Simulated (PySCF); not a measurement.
# CdH2 (SMILES [H][Cd][H]) at B2PLYP/STO-3G

What is the vertical ionisation energy of CdH2 at B2PLYP/STO-3G? The job is set up through a Python script.

The calculation is run with PySCF 2.14.0.

4 further runs of the same task are left out: 4 set aside as unsound or not needed.

## (1) Starting point

CdH2: 3 atoms, total charge 0, spin state singlet. SMILES: `[H][Cd][H]`. The shape comes from GFN2-xTB, which is rough for such elements, and wasn't checked as a minimum.

Bond lengths: Cd1–H2 1.657 Å, Cd1–H3 1.658 Å. Angles: H2–Cd1–H3 180.0°.

## (2) A single-point energy at B2PLYP/STO-3G

The input, calc.py:

```python
from pyscf import gto, dft, mp

molecule = gto.M(
    atom='''
Cd     0.000491     0.000283     0.000964
H     -0.032976    -0.040686     3.131579
H      0.032484     0.040402    -3.132542
''',
    basis='sto-3g',
    verbose=4,
    max_memory=1860,
    unit='bohr',
    spin=0,
)

mf = dft.RKS(molecule)
mf.xc = '0.53*HF + 0.47*B88, 0.73*LYP'
mf.grids.level = 5
mf.conv_tol = 1e-10
mf.kernel()
if not mf.converged:
    mf = mf.newton().run(mf.mo_coeff, mf.mo_occ)

pt = mp.MP2(mf, frozen=14).run()
energy = mf.e_tot + 0.27 * pt.e_corr
print('PT2 part  %.8f' % (0.27 * pt.e_corr))
print('Final energy', energy)
```

Started as:

```console
$ OMP_NUM_THREADS=1 python calc.py
```

The log of the run:

```text
PySCF version 2.14.0

[INPUT] num. atoms = 3
[INPUT] num. electrons = 50
[INPUT] charge = 0
[INPUT] spin (= nelec alpha-beta = 2S) = 0
[INPUT] symmetry False subgroup None
[INPUT] Mole.unit = bohr
[INPUT] Symbol           X                Y                Z      unit          X                Y                Z       unit  Magmom
[INPUT]  1 Cd     0.000259826011   0.000149757151   0.000510126831 AA    0.000491000000   0.000283000000   0.000964000000 Bohr   0.0
[INPUT]  2 H     -0.017450147707  -0.021530104003   1.657160240996 AA   -0.032976000000  -0.040686000000   3.131579000000 Bohr   0.0
[INPUT]  3 H      0.017189792520   0.021379817676  -1.657669838650 AA    0.032484000000   0.040402000000  -3.132542000000 Bohr   0.0

nuclear repulsion = 30.8061306302181
number of shells = 13
number of NR pGTOs = 87
number of NR cGTOs = 29
basis = sto-3g
ecp = {}

[... 49 lines left out ...]
converged SCF energy = -5414.23015848332
[... 1 line left out ...]
******** <class 'pyscf.mp.mp2.RMP2'> ********
nocc = 11, nmo = 15
frozen orbitals 14
E(RMP2) = -5414.27346939515  E_corr = -0.0433109118273172
E(SCS-RMP2) = -5414.28042597234  E_corr = -0.0502674890184589
E_corr(same-spin) = -0.00196800597037126
E_corr(oppo-spin) = -0.041342905856946
PT2 part  -0.01169395
Final energy -5414.241852429518
```

Run time: 2.4 s. Hardware: 1 thread of Arm Neoverse V1, shared host; peak memory 0.21 GiB.

## (3) The doublet cation at the same level

The input, run.py:

```python
from pyscf import gto, dft, mp

system = gto.M(
    atom='''
Cd     0.000491     0.000283     0.000964
H     -0.032976    -0.040686     3.131579
H      0.032484     0.040402    -3.132542
''',
    basis='sto-3g',
    max_memory=1860,
    unit='bohr',
    verbose=3,
    spin=1,
    charge=1,
)

calc0 = dft.UKS(system, xc='0.53*HF + 0.47*B88, 0.73*LYP')
calc0.grids.level = 5
calc0.conv_tol = 1e-10
calc0.kernel()
if not calc0.converged:
    calc0 = calc0.newton().run(calc0.mo_coeff, calc0.mo_occ)

pt = mp.MP2(calc0, frozen=14).run()
e_tot = calc0.e_tot + 0.27 * pt.e_corr
print('PT2 part  %.8f' % (0.27 * pt.e_corr))
print('E(%s) = %.9f' % ('B2PLYP', e_tot))
```

Started as:

```console
$ OMP_NUM_THREADS=1 python run.py
```

The log of the run:

```text
WARN: HOMO -0.397049467701671 >= LUMO -0.397049467701674

converged SCF energy = -5413.93808652138  <S^2> = 0.79549243  2S+1 = 2.0449865
E(UMP2) = -5413.97317234355  E_corr = -0.035085822168038
E(SCS-UMP2) = -5413.97821693154  E_corr = -0.0401304101624023
PT2 part  -0.00947317
E(B2PLYP) = -5413.947559693
```

Run time: 5.7 s. Hardware: 1 thread of Arm Neoverse V1, shared host; peak memory 0.22 GiB.

## (4) What came out

At B2PLYP/STO-3G, 14 core orbitals frozen:

| quantity | value |
| --- | --- |
| singlet CdH2: total energy | -5414.24185 Eh |
| singlet CdH2: dipole moment (SCF part) | 0.00 D |
| singlet CdH2: HOMO energy (SCF part's orbitals) | -5.61 eV |
| singlet CdH2: LUMO energy (SCF part's orbitals) | 6.02 eV |
| singlet CdH2: HOMO–LUMO gap (SCF part's orbitals) | 11.64 eV |
| doublet cation: total energy | -5413.94756 Eh |
| doublet cation: HOMO energy (SCF part's orbitals) (highest over α and β) | -13.29 eV |
| doublet cation: LUMO energy (SCF part's orbitals) (lowest over α and β) | -9.71 eV |
| doublet cation: ⟨S²⟩ | 0.795 |
| vertical ionisation energy (to the doublet cation) | 8.008 eV |

What this shows: Removing an electron at fixed nuclei costs 8.01 eV (185 kcal/mol). −ε(HOMO) before ionisation, 5.61 eV, is 2.39 eV below this ionisation energy. In a minimal basis such a difference can be off by several eV, whatever the method. Mulliken charges (singlet CdH2) run from -0.20 on H3 to +0.40 on Cd1. Relativity is left out (singlet CdH2) although the molecule holds a heavy atom. Mulliken charges (doublet cation) run from +0.06 on H3 to +0.88 on Cd1; they depend strongly on the basis.
